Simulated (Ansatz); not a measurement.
This script makes a comparison of functionals at one structure of RbFeCl₃, space group Pm-3m with the Ansatz DFT code, driven from Python.

`rbfecl3_xc.py`
```python
"""One structure of RbFeCl3 under several functionals."""

import ansatz as az

lattice = az.Lattice.of(
    (4.930122, 0.0, 0.0),
    (0.0, 4.930122, 0.0),
    (0.0, 0.0, 4.930122),
)
sites = [
    ("Rb", (0.5, 0.5, 0.5)),
    ("Fe", (0.0, 0.0, 0.0)),
    ("Cl", (0.5, 0.0, 0.0)),
    ("Cl", (0.0, 0.5, 0.0)),
    ("Cl", (0.0, 0.0, 0.5)),
]
cell = az.Crystal(lattice=lattice)
for symbol, position in sites:
    cell = cell.atom(symbol, position)
cell = cell.moments(Fe=2.4)

base = (
    cell.calculation()
    .spin(az.SpinTreatment.COLLINEAR)
    .occupations(az.OccupationsMethod.FERMI_DIRAC, width=100 * az.meV)
    .kpoints(4)
    .stress()
)

rows = []
for value in ["pbesol", "lda", "blyp"]:
    r = base.functional(value).run().report
    rows.append((value, r["free_energy_ev"] / len(r["lattice"]["sites"]), r["n_iterations"], sum(r["stress_gpa"][i][i] for i in range(3)) / 3, r["magnetization_mub"], r["n_kpoints"]))

print("  functional   F/atom (eV)    iterations       P (GPa)  moment (muB)      k-points")
for row in rows:
    print(f"{str(row[0]):>12s}  {row[1]:12.5f}  {row[2]:12d}  {row[3]:12.3f}  {row[4]:12.3f}  {row[5]:12d}")
```

Which functional puts this cell under the lowest pressure, and which under the highest?

From lowest to highest: LDA (-3.6 GPa), PBEsol (-1.3 GPa) and BLYP (4.0 GPa). At a fixed cell a lower pressure usually means a smaller equilibrium volume, so LDA prefers the smallest cell and BLYP the largest.

What the script printed:

`python rbfecl3_xc.py` gives:
```text
DeckWarning: basis.ecutwfc = 420 eV, auto-derived from the records' recommended cutoffs: set by Rb (normal level)
  functional   F/atom (eV)    iterations       P (GPa)  moment (muB)      k-points
      pbesol   -2170.83621            14        -1.255         3.994            10
         lda   -2145.73482            13        -3.628         3.970            10
        blyp   -2205.55890             2         3.954         3.980            13
```
(Warnings from the package without file and line.)

Caveats:
- The magnetic order follows from the starting moments and needn't be the lowest.
- BLYP can be off by several per cent in the lattices of metals, and by several GPa in the pressure at a fixed cell.
- The mesh is modest for a metal, so energies can be off by several to tens of meV an atom and pressures by half a GPa or more; differences at equal mesh fare better.
- The overall sign of a collinear moment is arbitrary, and semilocal functionals can give small moments to compounds that are paramagnetic.
- With one magnetic atom the cell can hold only ferromagnetic order.
- Pressure is positive in compression.
- Without a Hubbard U or exact exchange, semilocal functionals often make such 3d compounds metallic or too weakly gapped.
- This cell is a computed structure, which may not be the phase found in nature.
- Total energies of different functionals can't be compared; pressures, moments and gaps at this one structure can.
- Hardware and time: 67 s on 1 thread of Arm Neoverse V2, with other jobs on the host, peak memory 0.74 GiB.
